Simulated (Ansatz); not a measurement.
# Al3BP2: the cost of one run

Method: DFT PBE, scalar-relativistic, plane waves, PAW, in Ansatz 0.2.0.

1 further run of the same task is left out (it didn't finish).

### Step 1. The starting structure

Symmetry: P6/mmm, No. 191, hexagonal system. The conventional cell has a = 4.864 Å, b = 4.864 Å, c = 7.601 Å, α = 90.00°, β = 90.00°, γ = 120.00°. Around Al (site symmetry mmm) lie 2 P at 1.40 Å. B (site symmetry 6/mmm) is surrounded by 6 Al at 2.43 Å. Around P (site symmetry -6m2) lie 3 Al at 1.40 Å.

As a file:

```cif
data_structure
_symmetry_space_group_name_H-M 'P 1'
_symmetry_Int_Tables_number 1
_cell_length_a 4.8644
_cell_length_b 4.8644
_cell_length_c 7.6015
_cell_angle_alpha 90.000
_cell_angle_beta 90.000
_cell_angle_gamma 120.000
_cell_volume 155.77
loop_
_atom_site_label
_atom_site_type_symbol
_atom_site_fract_x
_atom_site_fract_y
_atom_site_fract_z
_atom_site_occupancy
Al1 Al 0.50000 0.00000 0.50000 1
Al2 Al 0.00000 0.50000 0.50000 1
Al3 Al 0.50000 0.50000 0.50000 1
B1 B 0.00000 0.00000 0.50000 1
P1 P 0.33333 0.66667 0.50000 1
P2 P 0.66667 0.33333 0.50000 1
```

The cell is invented: random cell by space group and Wyckoff sites (P6/mmm, No. 191). The dimensions are guesses.

### Step 2. The guess as it stands, on a coarse mesh

Contents of input.yaml:

```yaml
crystal:
  lattice:
    - [4.86443288, 0.0, 0.0]
    - [-2.43221644, 4.21272245, 0.0]
    - [0.0, 0.0, 7.60148533]
  atoms:
    - { symbol: Al, position: [0.5, 0.0, 0.5] }
    - { symbol: Al, position: [0.0, 0.5, 0.5] }
    - { symbol: Al, position: [0.5, 0.5, 0.5] }
    - { symbol: B, position: [0.0, 0.0, 0.5] }
    - { symbol: P, position: [0.33333333, 0.66666667, 0.5] }
    - { symbol: P, position: [0.66666667, 0.33333333, 0.5] }
basis:
  ecutwfc: 420
kpoints:
  mp_grid: { grid: [6, 6, 2] }
hamiltonian:
  xc: pbe
scf:
  occupations: { method: gaussian, width: 0.1 }
  lower_state_search: "off"
output:
  forces: true
  stress: true
  eigenvalues: true
```

Run with:

```bash
$ ansatz run input.yaml --threads 1 --pin off --max-ram 2560MiB --backend cpu --events-out ev --progress --plain --runs-dir out
```

What time and memory should one allow on 1 thread of Intel Xeon at 2.70GHz, shared host?

About 4.8 s, with a peak of 0.41 GiB.
